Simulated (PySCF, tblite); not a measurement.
# C₇H₁₀ClFO: geometry, infrared bands and NMR shifts

Wanted: the infrared bands and NMR shifts of C₇H₁₀ClFO (`C=C[C@@](C)(C(=O)Cl)[C@@H](C)F`), by calculation.

Programs: tblite 0.8.0 and PySCF 2.14.0, with density-fitted response routines of our own. Each step states its level of theory. These are calculated values for one molecule in the gas phase, unless marked as measured. Atoms are numbered from 0 throughout.

### Step 1. The molecule as given

20 atoms, charge 0, multiplicity 1; geometry from: force field or distance geometry start.

Bonds of the start (Å): C0–C1 1.34, C1–C2 1.52, C2–C3 1.55, C2–C4 1.55, C4–O5 1.23, C4–Cl6 1.75, C2–C7 1.56, C7–C8 1.52, C7–F9 1.37, C0–H10 1.09, C0–H11 1.08, C1–H12 1.11, C3–H13 1.10, C3–H14 1.09, C3–H15 1.08, C7–H16 1.10, C8–H17 1.09, C8–H18 1.10, C8–H19 1.10.

### Step 2. Geometry optimisation with GFN2-xTB

Job settings and geometry (Å):

```
{"job": {"kind": "relax", "xc": "GFN2-xTB", "basis": "xTB"}, "charge": 0, "multiplicity": 1}
C      2.174000     0.293400    -1.140500
C      1.317200     0.265900    -0.107300
C     -0.033400    -0.433200    -0.019600
C     -0.371100    -1.282800    -1.273400
C     -0.084800    -1.382000     1.207400
O     -1.004000    -1.349400     2.018200
Cl     1.247300    -2.515200     1.277300
C     -1.178500     0.621900     0.134800
C     -1.002200     1.658700     1.228500
F     -1.312400     1.304300    -1.043600
H      1.945400    -0.177400    -2.094100
H      3.109700     0.819600    -1.062000
H      1.639400     0.776900     0.819600
H     -1.315000    -1.824800    -1.133900
H      0.392900    -2.041200    -1.454000
H     -0.463500    -0.677800    -2.157700
H     -2.142800     0.112000     0.290000
H     -0.840000     1.209400     2.210100
H     -1.907100     2.287800     1.292400
H     -0.176500     2.344600     1.004800
```

Command:

```console
$ OMP_NUM_THREADS=1 python probes_run.py task.json out
```

One launch serves the whole session: the jobs run in the order shown.

**Question.** This job is followed by: GFN2-xTB harmonic vibrations, gas phase; GIAO PBE0/pcSseg-1 NMR shielding, non-relativistic, gas phase. What will the session give for the following? strongest single infrared mode (GFN2-xTB); zero-point energy (GFN2-xTB); 13C shifts against TMS (PBE0/pcSseg-1); 1H shifts against TMS (PBE0/pcSseg-1, means over atoms taken as alike); 17O shifts against H2O (PBE0/pcSseg-1); 35Cl shifts against HCl (PBE0/pcSseg-1); 19F shifts against CFCl3 (PBE0/pcSseg-1).

As calculated:

| quantity | value |
| --- | --- |
| strongest single infrared mode (GFN2-xTB) | 1819 cm⁻¹, 391 km/mol |
| zero-point energy (GFN2-xTB) | 96.7 kcal/mol |
| 13C shifts against TMS (PBE0/pcSseg-1) | 190.7, 143.5, 126.7, 94.2, 63.3, 22.9, 19.0 ppm |
| 1H shifts against TMS (PBE0/pcSseg-1, means over atoms taken as alike) | 6.32, 5.87, 5.65, 4.88, 1.68, 1.38 ppm |
| 17O shifts against H2O (PBE0/pcSseg-1) | 581.5 ppm |
| 35Cl shifts against HCl (PBE0/pcSseg-1) | 460 ppm |
| 19F shifts against CFCl3 (PBE0/pcSseg-1) | -215.4 ppm |

What this shows: Over 84 steps the energy fell by 0.235 eV; of the close pairs, C2–C4 changed most, 1.552 to 1.507 Å. No mode is imaginary among the 54: a minimum at this level. The strongest single mode, at 1819 cm⁻¹, moves mainly C4 and O5. Unscaled tight-binding wavenumbers are off by several per cent, some by more. Its intensities can rank the bands wrongly. The most deshielded hydrogen is H12 (hydrogen on an alkene CH), at 6.32 ppm: a vinylic proton, deshielded by the sp2 carbon and the C=C anisotropy. At PBE0/pcSseg-1: The widest tensor belongs to O5: span 889 ppm, with a paramagnetic part of -644 ppm.
